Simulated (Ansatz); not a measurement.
# GeOSi: the cost of one run

Computed with Ansatz 0.2.0, Gaussian basis. Level: cc-pVTZ, core rule «outside noble gas», up to 20 orbitals frozen.

To be run: UHF; CCSD(T) on RHF; CCSD(T) on UHF; BCCD(T) on RHF; CCSDT(Q) on RHF; CCSDT(Q) on UHF.

7 further runs of the same task are left out: 3 for a known fault of the program, 4 set aside as unsound or not needed.

## Step 1: The geometry

The geometry is a PBE0/def2-TZVP stationary point (not a proven minimum). No spin-orbit coupling is included. The filled d shell of Ge may be among the frozen orbitals whatever the setting's name suggests; the logs give the count.

3 atoms, charge 0, spin multiplicity 1.

Atoms are counted from 1 here; the program's logs count them from 0.

Bond lengths: O1–Ge2 1.628 Å, Ge2–Si3 2.311 Å. Angles: O1–Ge2–Si3 180.0°.

## Step 2: UHF

Input file in.yaml:

```yaml
crystal:
  periodic: [false, false, false]
  atoms:
    - {symbol: O, position_ang: [0.000000, 0.000000, -1.855228]}
    - {symbol: Ge, position_ang: [0.000000, 0.000000, -0.227715]}
    - {symbol: Si, position_ang: [0.000000, 0.000000, 2.082943]}
basis:
  gaussian: {orbitals: cc-pVTZ}
magnetization: {spin_polarized: true, initial_magnetization: 0}
hamiltonian: {xc: hf}
output: {orbitals: {seedname: orbitals}}
```

Command:

```console
> ansatz run in.yaml --threads 1 --pin off --events-out ev --progress --plain --max-ram 2816MiB --backend cpu
```

Q: Estimate wall time and peak memory on 1 thread of AMD EPYC 7R13, shared host.

About 15 s, with a peak of 0.31 GiB.
